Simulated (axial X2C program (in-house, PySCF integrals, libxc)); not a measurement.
# A two-component session on AgP⁺: EOM-EA-CCSD levels

Aim: EOM-EA-CCSD levels of AgP⁺, with spin–orbit coupling in the Hamiltonian from the start.

Program: an in-house X2C program for linear molecules on PySCF integrals. Level of theory: two-component X2C with atomic mean-field terms, Ag dyall-acv3z, P dyall-av3z. These are calculated values, not measurements.

## (1) Set-up

File task.json:

```json
{"zs": [47, 15], "q": 1, "bas": ["dyall-acv3z", "dyall-av3z"], "r0": 2.41, "eom": "ea", "thr": -2.0, "nmax": 92, "grid": [1, 0.96, 1.045, 0.92, 1.09, 1.15]}
```

Keys: zs atomic numbers; q charge; bas basis sets; r0 starting distance in Å; eom kind of EOM run; thr threshold in hartree for freezing inner shells (an s shell follows its p shell); nmax most natural virtual spinors; grid distances as factors.

Command:

```bash
python soeom.py task.json out
```

Further steps of the session: EOM-EA-CCSD at 2.468 Å.

**Question.** What will these runs give? Wanted: next root led by one particle; T1 of the reference; lowest state, Re and ωe.

As calculated:

```
                     quantity                            value
       lowest root at 2.468 Å               Ω = 1/2, 15.109 eV
next root led by one particle  Ω = 3/2, about 1090 cm⁻¹ higher
          T1 of the reference                            0.095
      lowest state, Re and ωe              2.429 Å, 211.6 cm⁻¹
```

What this shows: The added electron is bound by 15.11 eV in a spinor of 60% P pπ, 24% P pσ. Errors of 0.1 to 0.3 eV are usual at this size, and roots led by higher excitations are left out, so the list is incomplete, and low states of that kind can be missing. T1 or the largest double amplitude of the reference is raised, which lowers the reliability.
